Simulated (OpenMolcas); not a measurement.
# CH4ClGeO (SMILES [CH3][Ge]([OH])[Cl]), step by step

We compute a series of 11 runs (ROHF/cc-pVDZ, CASSCF(3,3)/cc-pVDZ, MC-PDFT[tOreLYP](3,3)/cc-pVDZ, CASPT2(3,3)/cc-pVDZ, CASPT2[IPEA 0.1](3,3)/cc-pVDZ, RASPT2(3,5)/cc-pVDZ, MC-PDFT[tOPBE](3,3)/cc-pVDZ, CASPT2[IPEA 0](3,3)/cc-pVDZ) of CH4ClGeO. 

The calculation is run with OpenMolcas 26.06.

## 1. The structure to begin with

CH4ClGeO: 8 atoms, total charge 0, spin state doublet. SMILES: `[CH3][Ge]([OH])[Cl]`. Geometry: relaxed at PBE0-D4/def2-TZVP. This is one conformer, not always the lowest.

Bond lengths: C1–Ge2 1.958 Å, Ge2–O3 1.780 Å, Ge2–Cl4 2.184 Å, C1–H5 1.090 Å, C1–H6 1.092 Å, C1–H7 1.089 Å, O3–H8 0.961 Å. Angles: C1–Ge2–O3 104.8°, C1–Ge2–Cl4 109.0°, O3–Ge2–Cl4 106.9°, Ge2–C1–H5 109.2°, Ge2–C1–H6 107.2°, Ge2–C1–H7 109.9°, Ge2–O3–H8 113.2°, H5–C1–H6 110.0°, H5–C1–H7 110.2°, H6–C1–H7 110.2°.

## 2. A single-point energy at ROHF/cc-pVDZ (RICD fitting, scramble 0.25) (run 1)

Input file geom.xyz:

```xyz
8

C      0.070000     1.235100    -0.045900
Ge    -0.661500    -0.553500     0.272700
O      0.714600    -1.504600     0.880000
Cl    -1.247100    -1.432100    -1.639400
H      0.419500     1.652400     0.898100
H      0.906900     1.122600    -0.737600
H     -0.694800     1.876200    -0.480900
H      0.584600    -2.453200     0.797100
```

Input file step1.inp:

```
* CH4ClGeO Hartree-Fock
>>> EXPORT MOLCAS_PRINT=2
&GATEWAY
Coord = geom.xyz
Basis = cc-pVDZ
Group = NoSym
RICD
&SEWARD
&SCF
UHF
Spin = 2
Scramble = 0.25
PrOrbitals = 1 1
&RASSCF
FileOrb = $Project.UnaOrb
Spin = 2
Nactel = 1 0 0
Inactive = 33
Ras2 = 1
OutOrbitals = Canonical
OrbListing = Nothing
```

Run with:

```bash
$ export MOLCAS_MEM=1860
$ pymolcas step1.inp > step1.log
```

Log:

```text
--- Start Module: gateway ---
[...]
--- Stop Module: gateway /rc=_RC_ALL_IS_WELL_ ---
[...]
      Basis functions           93
[...]
--- Start Module: scf ---
[...]
       Convergence after  16 Iterations
[...]
::    Total SCF energy                              -2649.9543491584
[...]
      Total spin, S                                     0.5036460616
[...]
--- Stop Module: scf /rc=_RC_ALL_IS_WELL_ ---
[...]
--- Start Module: rasscf ---
[...]
      Number of active orbitals                  1
[...]
      Spin quantum number                      0.5
[...]
      Active orbitals                            1
[...]
      Number of CSFs                             1
[...]
      Number of root(s) required                 1
[...]
      Convergence after  9 iterations
[...]
      printout of CI-coefficients larger than  0.05 for root  1
      energy=   -2649.952232
      conf/sym  1     Coeff  Weight
             1  u   1.00000 1.00000
      Natural orbitals and occupation numbers for root  1
      sym 1:   1.000000
      ************************************************************************************************************************
      *                                                    Final results                                                     *
[...]
::    RASSCF root number  1 Total energy:  -2649.95223234
[...]
      Total electronic charge=   67.000000
      Total            charge=   -0.000000
[...]
      Dipole Moment (debye):
      Origin of the operator (angstrom)=   -0.5607   -0.6956   -0.1644
                   X= -3.4542E-01               Y=  1.0092E+00               Z=  1.4885E+00           Total=  1.8312E+00
      Quadrupole Moment (debye*angstrom):
[...]
--- Stop Module: rasscf /rc=_RC_ALL_IS_WELL_ ---
[...]
```

It took 12 s on 1 thread of Intel Xeon Platinum 8259CL at 2.50GHz (Skylake/Cascade Lake), shared host; peak memory 0.085 GiB.

## 3. The excited states at CASSCF(3,3)/cc-pVDZ (RICD fitting, 3 states averaged) (run 2)

geom.xyz is that of step 2.

Input file step2.inp:

```
* CH4ClGeO CASSCF
&GATEWAY
Coord=geom.xyz
Basis=cc-pVDZ
Group=NoSym
RICD
&SEWARD
&RASSCF
FileOrb=$CurrDir/step1.RasOrb
Spin=2
Nactel=3 0 0
Inactive=32
Ras2=3
CIRoot=3 3 1
OrbListing=Nothing
OrbAppear=Compact
```

Run with:

```bash
$ export MOLCAS_MEM=1860
$ pymolcas step2.inp > step2.log
```

Log:

```text
--- Start Module: gateway ---
[...]
--- Stop Module: gateway /rc=_RC_ALL_IS_WELL_ ---
--- Start Module: seward ---
[...]
      Basis functions           93
--- Stop Module: seward /rc=_RC_ALL_IS_WELL_ ---
[...]
      Number of active orbitals                  3
[...]
      Spin quantum number                      0.5
[...]
      Active orbitals                            3
[...]
      Number of CSFs                             8
[...]
      Number of root(s) required                 3
[...]
      Convergence after 38 iterations
[...]
      printout of CI-coefficients larger than  0.05 for root  1
      energy=   -2649.941195
      conf/sym  111     Coeff  Weight
             1  2u0   0.98613 0.97245
             3  20u  -0.15742 0.02478
[...]
      Natural orbitals and occupation numbers for root  1
      sym 1:   1.998919   0.999674   0.001407
      Natural orbitals and occupation numbers for root  2
      sym 1:   1.002620   1.976437   0.020942
      Natural orbitals and occupation numbers for root  3
      sym 1:   1.986720   0.015850   0.997430
      ************************************************************************************************************************
      *                                                    Final results                                                     *
[...]
::    RASSCF root number  1 Total energy:  -2649.94119501
::    RASSCF root number  2 Total energy:  -2649.74759976
::    RASSCF root number  3 Total energy:  -2649.71639438
[...]
      Total electronic charge=   67.000000
      Total            charge=   -0.000000
[...]
      Dipole Moment (debye):
      Origin of the operator (angstrom)=   -0.5607   -0.6956   -0.1644
                   X= -9.3773E-01               Y=  8.5764E-01               Z=  2.2677E+00           Total=  2.5995E+00
      Quadrupole Moment (debye*angstrom):
[...]
```

It took 15 s on 1 thread of Intel Xeon Platinum 8259CL at 2.50GHz (Skylake/Cascade Lake), shared host; peak memory 0.085 GiB.

The roots found:

```
excited state  energy (eV)
            1        5.268
            2        6.117
```

Runs 3 to 7 aren't shown in full; the table further down has their settings and results.

## 4. The excited states at CASPT2[IPEA 0](3,3)/cc-pVDZ (RICD fitting, ipea shift 0 Eh, pt2 variant MS, real shift 0.2 Eh, 5 states averaged) (run 8)

geom.xyz is that of step 3.

Input file step8.inp:

```
&gateway
  coord = geom.xyz
  basis = cc-pVDZ
  group = NoSym
  ricd

&seward

&rasscf
  fileorb = $CurrDir/step2.RasOrb
  spin = 2
  nactel = 3 0 0
  inactive = 32
  ras2 = 3
  ciroot = 5 5 1
  orblisting = Nothing
  orbappear = Compact

&caspt2
  multistate = all
  ipea = 0
  shift = 0.2
```

Run with:

```bash
$ export MOLCAS_MEM=1860
$ pymolcas step8.inp > step8.log
```

Log:

```text
--- Start Module: gateway ---
[...]
      Basis functions           93
[...]
      Number of active orbitals                  3
[...]
      Spin quantum number                      0.5
[...]
      Active orbitals                            3
[...]
      Number of CSFs                             8
[...]
      Number of root(s) required                 5
[...]
      Convergence after 32 iterations
[...]
      printout of CI-coefficients larger than  0.05 for root  1
      energy=   -2649.932218
      conf/sym  111     Coeff  Weight
             1  2u0   0.97956 0.95953
             3  20u  -0.19874 0.03950
[...]
      Natural orbitals and occupation numbers for root  1
      sym 1:   1.999655   1.000009   0.000336
      Natural orbitals and occupation numbers for root  2
      sym 1:   1.000079   1.986223   0.013698
      Natural orbitals and occupation numbers for root  3
      sym 1:   1.997626   0.002443   0.999931
      Natural orbitals and occupation numbers for root  4
      sym 1:   1.076428   0.928713   0.994859
      Natural orbitals and occupation numbers for root  5
      sym 1:   1.043338   0.972754   0.983908
      ************************************************************************************************************************
      *                                                    Final results                                                     *
[...]
::    RASSCF root number  1 Total energy:  -2649.93221838
::    RASSCF root number  2 Total energy:  -2649.75254520
[...]
      Total electronic charge=   67.000000
      Total            charge=   -0.000000
[...]
::    MS-CASPT2 Root  2     Total energy:  -2650.31578161
::    MS-CASPT2 Root  3     Total energy:  -2650.28622188
::    MS-CASPT2 Root  4     Total energy:  -2650.20104786
::    MS-CASPT2 Root  5     Total energy:  -2650.18481644
[...]
```

It took 22 s on 1 thread of Intel Xeon Platinum 8259CL at 2.50GHz (Skylake/Cascade Lake), shared host; peak memory 0.092 GiB.

The roots found:

```
excited state  energy (eV)
            1        4.991
            2        5.795
            3        8.113
            4        8.555
```

Runs 9 to 10 aren't shown in full; the table further down has their settings and results.

## 5. The vertical excitations at CASPT2(3,3)/cc-pVDZ (RICD fitting, ipea shift 0.25 Eh, pt2 variant SS, real shift 0.3 Eh, 3 states averaged) (run 11)

geom.xyz is that of step 4.

Input file step11.input:

```
&gateway
  coord = geom.xyz
  basis = cc-pVDZ
  group = NoSym
  ricd

&seward

&rasscf
  fileorb = $CurrDir/step2.RasOrb
  spin = 2
  nactel = 3 0 0
  inactive = 32
  ras2 = 3
  ciroot = 3 3 1
  orblisting = Nothing
  orbappear = Compact

&caspt2
  multistate = all
  nomultistate
  ipea = 0.25
  shift = 0.3

&rassi
  nrofjobiphs = 1 all
  iphnames
  JOBMIX
  ejob
```

Run with:

```bash
$ export MOLCAS_MEM=1860
$ pymolcas step11.input > step11.log
```

Log:

```text
--- Start Module: gateway ---
[...]
      Basis functions           93
[...]
      Number of active orbitals                  3
[...]
      Spin quantum number                      0.5
[...]
      Active orbitals                            3
[...]
      Number of CSFs                             8
[...]
      Number of root(s) required                 3
[...]
      Convergence after  4 iterations
[...]
      printout of CI-coefficients larger than  0.05 for root  1
      energy=   -2649.941196
      conf/sym  111     Coeff  Weight
             1  2u0   0.98613 0.97246
             3  20u  -0.15741 0.02478
[...]
      Natural orbitals and occupation numbers for root  1
      sym 1:   1.998919   0.999674   0.001407
      Natural orbitals and occupation numbers for root  2
      sym 1:   1.002622   1.976433   0.020945
      Natural orbitals and occupation numbers for root  3
      sym 1:   1.986717   0.015854   0.997429
      ************************************************************************************************************************
      *                                                    Final results                                                     *
[...]
::    RASSCF root number  1 Total energy:  -2649.94119580
::    RASSCF root number  2 Total energy:  -2649.74759901
[...]
      Dipole Moment (debye):
      Origin of the operator (angstrom)=   -0.5607   -0.6956   -0.1644
                   X= -9.3772E-01               Y=  8.5775E-01               Z=  2.2678E+00           Total=  2.5996E+00
      Quadrupole Moment (debye*angstrom):
[...]
--- Start Module: caspt2 ---
[...]
::    CASPT2 Root  3     Total energy:  -2650.28414297
[...]
::    RASSI State    1     Total energy:   -2650.49361237919265
::    RASSI State    2     Total energy:   -2650.31095222160047
::    RASSI State    3     Total energy:   -2650.28414296648270
[...]
```

It took 9.9 s on 1 thread of Intel Xeon Platinum 8259CL at 2.50GHz (Skylake/Cascade Lake), shared host; peak memory 0.092 GiB.

The roots found:

```
excited state  energy (eV)  strength
            1        4.970    0.0217
            2        5.700    0.1582
```

## 6. The series

```
run                                                                                                                  level      starting guess      task         partner   energy (Eh)  dipole moment (D) of the reference  wall time
  1                                                                             ROHF/cc-pVDZ (RICD fitting, scramble 0.25)                   –    energy            base  -2649.952232                                1.83       12 s
  2                                                                  CASSCF(3,3)/cc-pVDZ (RICD fitting, 3 states averaged)  orbitals of step 1   excited            base  -2649.941195                                2.16       15 s
  3                                     MC-PDFT[tOreLYP](3,3)/cc-pVDZ (RICD fitting, hybrid share 0.25, 3 states averaged)  orbitals of step 2   excited            base  -2652.526769                                   –      9.9 s
  4           CASPT2(3,3)/cc-pVDZ (RICD fitting, ipea shift 0.25 Eh, pt2 variant SS, real shift 0.1 Eh, 3 states averaged)  orbitals of step 2   excited  Ge2–Cl4 2.40 Å  -2650.490371                                3.18       19 s
  5  CASPT2[IPEA 0.1](3,3)/cc-pVDZ (RICD fitting, ipea shift 0.1 Eh, pt2 variant SS, real shift 0.2 Eh, 3 states averaged)  orbitals of step 2   excited            base  -2650.500105                                2.16      9.9 s
  6                              RASPT2(3,5)/cc-pVDZ (RICD fitting, ipea shift 0.25 Eh, pt2 variant SS, 3 states averaged)  orbitals of step 2   excited            base  -2650.500756                                2.04       25 s
  7                                                          MC-PDFT[tOPBE](3,3)/cc-pVDZ (RICD fitting, 3 states averaged)  orbitals of step 2   excited            base  -2653.434452                                2.16       20 s
  8      CASPT2[IPEA 0](3,3)/cc-pVDZ (RICD fitting, ipea shift 0 Eh, pt2 variant MS, real shift 0.2 Eh, 5 states averaged)  orbitals of step 2   excited            base  -2650.499195                                3.40       22 s
  9                                                          CASSCF(3,3)/cc-pVDZ (RICD fitting, 3 states averaged, root 1)  orbitals of step 2  gradient            base  -2649.941196                                2.16       15 s
 10                                                                  CASSCF(3,3)/cc-pVDZ (RICD fitting, 3 states averaged)  orbitals of step 2   excited            base  -2649.941196                                2.16      6.3 s
 11           CASPT2(3,3)/cc-pVDZ (RICD fitting, ipea shift 0.25 Eh, pt2 variant SS, real shift 0.3 Eh, 3 states averaged)  orbitals of step 2   excited            base  -2650.493612                                2.16      9.9 s
```

## 7. What came out

```
                                                                      quantity           value
                  run 11, CASPT2(3,3)/cc-pVDZ: energy of the lowest of 3 roots  -2650.49361 Eh
                   run 11, CASPT2(3,3)/cc-pVDZ: dipole moment (CASSCF density)          2.16 D
run 11, CASPT2(3,3)/cc-pVDZ: lowest excitation energy within this active space         4.97 eV
```

All runs together took 2.7 min, the longest 25 s.
